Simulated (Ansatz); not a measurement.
The system is Ta3AsAu2O13.

```
Ta As Au O
1.0
     5.40201   -0.00077   -0.00162
    -2.01720    5.60758   -0.00284
    -0.71822   -1.86353    8.44196
Ta As Au O
3 1 2 13
Direct
  0.37386 0.58885 0.59831
  0.46236 0.26627 0.18689
  0.70830 0.86746 0.02761
  0.97877 0.98236 0.65371
  0.10388 0.53998 0.17237
  0.66302 0.32022 0.80522
  0.06196 0.03577 0.14158
  0.98182 0.01457 0.85130
  0.11152 0.27055 0.61508
  0.16027 0.81199 0.58364
  0.43055 0.53360 0.06777
  0.91171 0.61275 0.98081
  0.60406 0.15754 0.98626
  0.55565 0.98713 0.20984
  0.30756 0.45473 0.35006
  0.79668 0.50556 0.28659
  0.66380 0.88131 0.55106
  0.47145 0.71751 0.81742
  0.65279 0.45184 0.61449
```

The cell was built by a generator and needn't be a form met in nature.

Base run:

```yaml
Program: Ansatz 0.2.0
Functional: r2SCAN
Potentials_or_basis: Ansatz PAW
Cutoff: 500 eV
Density_cutoff: 2000 eV
k_mesh: 6 × 5 × 3
Occupations: fermi-dirac, width 0.05 eV
Spin: no spin polarisation
```

Its results: band gap on the k mesh 0.72 eV, indirect (least direct gap 0.77 eV); pressure -5.7 GPa; largest force 0.645 eV/Å.

**Question.** The run is repeated on the same cell with these changes: functional from r2SCAN to PBE; potentials or basis from Ansatz PAW to PseudoDojo standard (PBE files); cutoff from 500 eV to 1143 eV; density cutoff from 2000 eV to 4572 eV. What comes out?

**Answer.** Band gap on the k mesh 0.51 eV, indirect (least direct gap 0.58 eV); pressure -0.7 GPa; largest force 0.111 eV/Å.

Caveats: spin-orbit coupling is left out, which moves the levels of the heavy elements; the PAW data sets come from PBE, with cores solved anew for the run's functional, which leaves a small shift of forces and pressure (some runs); odd divisions of the mesh miss points on the zone boundary, where band edges often lie, so the gap on the mesh can be too wide (some runs).

A k mesh can miss the band edges.

Not every run made on this cell is shown here.
